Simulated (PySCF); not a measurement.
# S3Y2 (Y2(S)1(S)2): the cost of one run

Method: TPSS, Y def2-SVP with ECP28, S def2-SVP; scalar-relativistic core potentials, no spin–orbit coupling; program: PySCF 2.14.0.

4 further runs of the same task are left out: 2 for a known fault of the program, 1 that didn't finish, 1 set aside as unsound or not needed. Runs told in other sessions of the task aren't counted.

## 1. Starting geometry

5 atoms, charge 0, spin multiplicity 1.

Bond lengths: Y1–S3 2.548 Å, Y1–S4 2.315 Å, Y2–S3 2.548 Å, Y2–S5 2.315 Å. Angles: S3–Y1–S4 122.0°, S3–Y2–S5 122.0°, Y1–S3–Y2 133.3°.

Coordinates:

```
atom    x (Å)    y (Å)    z (Å)
  Y1   0.6217  -0.1527   2.3398
  Y2   0.6217  -0.1527  -2.3398
  S3   1.6017  -0.3933   0.0000
  S4  -1.6011   0.3931   2.6880
  S5  -1.6011   0.3931  -2.6880
```

Formal oxidation states: Y +3. An earlier session relaxed this geometry at TPSS, Y def2-SVP with ECP28, S def2-SVP (singlet, point group C2v).

Its energy there is -1271.088664 Eh.

## 2. Atoms moved at random, σ = 0.03 Å

Contents of run.py (the lines that set the calculation):

```python
mol = gto.M(atom='''
Y      0.55797    -0.09641     2.31058
Y      0.63324    -0.14763    -2.31355
S      1.64204    -0.42421    -0.01229
S     -1.62422     0.37644     2.72508
S     -1.56613     0.37950    -2.70981''',
    basis={'Y': 'def2-SVP', 'S': 'def2-SVP'},
    ecp={'Y': 'def2-SVP'},
    charge=0, spin=0)
mf = dft.RKS(mol, xc='TPSS')
mf.grids.atom_grid = (50, 194)
mf = mf.density_fit()  # fitting sets: Y def2-universal-JKFIT, S def2-universal-JKFIT
mf.conv_tol = 1e-08; mf.max_cycle = 55
mf.kernel(dm0)  # dm0: the density of the relaxed state
```

Run with:

```sh
$ OMP_NUM_THREADS=2 python run.py
```

**Question.** How long does this run take on 2 threads of Arm Neoverse V1, shared host?

About 6.3 s.
